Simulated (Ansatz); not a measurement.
**C2H9BOSi: one species, many methods**

How much do the methods differ for C2H9BOSi? The plan is to run it at one geometry with functionals of several rungs and with coupled cluster. The yardstick is the atomisation energy at the CCSD(T) limit.

Method: functionals in def2-TZVPP, the program's frozen cores in correlated methods; program: Ansatz 0.2.0, Gaussian basis.

The runs, in order: LDA (SPW92), PBE-D4, revPBE-D4, BLYP-D4, r2SCAN-D4, B97M-V, PBE0-D4, B3LYP-D4, r2SCANh-D4, r2SCAN0-D4, HSE06-D4, BHLYP-D4, CAM-B3LYP-D4, LC-ωPBE, ωB97X-V, ωB97M-V, B2PLYP, PBE-QIDH; CCSD(T)/def2-SVP; CCSD(T)/def2-TZVPP; MP2/def2-QZVPP; extrapolation to the limit; RPA on PBE.

### 1 The geometry

An earlier PBE0-D4 in a triple-zeta def2 set relaxation fixed the geometry.

14 atoms, charge 0, spin multiplicity 1.

Atoms are counted from 1 here; the program's logs count them from 0.

Bond lengths: B1–C2 1.556 Å, B1–H6 1.194 Å, B1–H7 1.197 Å, C2–C3 1.528 Å, C2–O4 1.423 Å, C2–H8 1.111 Å, C3–H9 1.092 Å, C3–H10 1.093 Å, C3–H11 1.092 Å, O4–Si5 1.641 Å, Si5–H12 1.481 Å, Si5–H13 1.492 Å, Si5–H14 1.490 Å. Angles: C2–B1–H6 121.8°, C2–B1–H7 117.9°, H6–B1–H7 120.3°, B1–C2–C3 113.4°, B1–C2–O4 112.7°, B1–C2–H8 103.1°, C3–C2–O4 111.2°, C3–C2–H8 106.9°, O4–C2–H8 109.0°, C2–C3–H9 110.6°, C2–C3–H10 111.0°, C2–C3–H11 110.7°, H9–C3–H10 107.8°, H9–C3–H11 108.5°, H10–C3–H11 108.2°, C2–O4–Si5 124.4°, O4–Si5–H12 106.7°, O4–Si5–H13 109.9° and more.

### 2 LDA

This LDA is Slater exchange with PW92 correlation.

The input, in.yaml:

```yaml
crystal:
  periodic: [false, false, false]
  atoms:
    - {symbol: B, position_ang: [0.858381, 1.924036, -0.071821]}
    - {symbol: C, position_ang: [0.032405, 0.609001, 0.024477]}
    - {symbol: C, position_ang: [-0.282903, 0.195546, 1.461390]}
    - {symbol: O, position_ang: [0.621192, -0.463077, -0.703191]}
    - {symbol: Si, position_ang: [-0.197403, -1.780658, -1.238894]}
    - {symbol: H, position_ang: [1.844515, 1.999668, -0.740185]}
    - {symbol: H, position_ang: [0.455769, 2.883002, 0.521254]}
    - {symbol: H, position_ang: [-0.933104, 0.883298, -0.452344]}
    - {symbol: H, position_ang: [0.631329, -0.082225, 1.990483]}
    - {symbol: H, position_ang: [-0.955327, -0.665737, 1.482730]}
    - {symbol: H, position_ang: [-0.760684, 1.014488, 2.002217]}
    - {symbol: H, position_ang: [0.668553, -2.438791, -2.244470]}
    - {symbol: H, position_ang: [-1.489694, -1.359633, -1.854356]}
    - {symbol: H, position_ang: [-0.506031, -2.748017, -0.148590]}
basis:
  gaussian: {orbitals: def2-TZVPP}
hamiltonian: {xc: lda}
output: {orbitals: {seedname: orbitals}}
```

The runs that follow: PBE-D4 (GGA); revPBE-D4 (GGA); BLYP-D4 (GGA); r2SCAN-D4 (meta-GGA); B97M-V (meta-GGA); PBE0-D4 (hybrid); B3LYP-D4 (hybrid); r2SCANh-D4 (hybrid); r2SCAN0-D4 (hybrid); HSE06-D4 (hybrid); BHLYP-D4 (hybrid); CAM-B3LYP-D4 (range-separated); LC-ωPBE (range-separated); ωB97X-V (range-separated); ωB97M-V (range-separated); B2PLYP (double hybrid); PBE-QIDH (double hybrid); CCSD(T) in def2-SVP; CCSD(T) in def2-TZVPP; MP2 in def2-QZVPP; RPA on PBE orbitals.

Q: Predict the results of all the runs planned. Wanted: atomisation energy, CCSD(T)/CBS; farthest beyond LDA; mean size of error, GGA; mean size of error, meta-GGA; mean size of error, hybrid; mean size of error, range-separated; mean size of error, double hybrid; gap, smallest and largest; T1 diagnostic.

As calculated:

| quantity | value |
| --- | --- |
| atomisation energy, CCSD(T)/CBS | 5054.2 kJ/mol |
| functionals within 25.3 kJ/mol (0.5 %) | BLYP-D4, r2SCAN-D4, B97M-V, PBE0-D4, B3LYP-D4, r2SCANh-D4, HSE06-D4, LC-ωPBE, ωB97X-V, ωB97M-V |
| farthest beyond LDA | BHLYP-D4 (-85.6 kJ/mol) |
| mean size of error, GGA | 40.5 kJ/mol |
| mean size of error, meta-GGA | 15.0 kJ/mol |
| mean size of error, hybrid | 25.2 kJ/mol |
| mean size of error, range-separated | 26.2 kJ/mol |
| mean size of error, double hybrid | 36.0 kJ/mol |
| gap, smallest and largest | 3.82 eV (LDA (SPW92)), 11.58 eV (LC-ωPBE) |
| T1 diagnostic | 0.0111 |
| triples share of the correlation energy | 3.5 % |

The LDA atomisation energy is off by 642.3 kJ/mol (13 %): it overbinds. PBE-D4 misses by +45.0 kJ/mol. Double hybrids carry the basis error of their MP2 part in triple zeta, and no dispersion term here, so their miss is partly the set-up's. The rungs meta-GGA, hybrid miss on average by less than the doubt on the reference (25.3 kJ/mol), so they tie. Misses under about 25.3 kJ/mol are within the doubt on the reference itself, which lacks core-valence correlation, relativity and higher excitations. Hartree-Fock recovers 76 % of the binding; the rest is correlation. CCSD(T) in def2-SVP is off by -249.5 kJ/mol, which most functionals beat. Orbital gaps span 3.8 to 11.6 eV; exact exchange widens them.
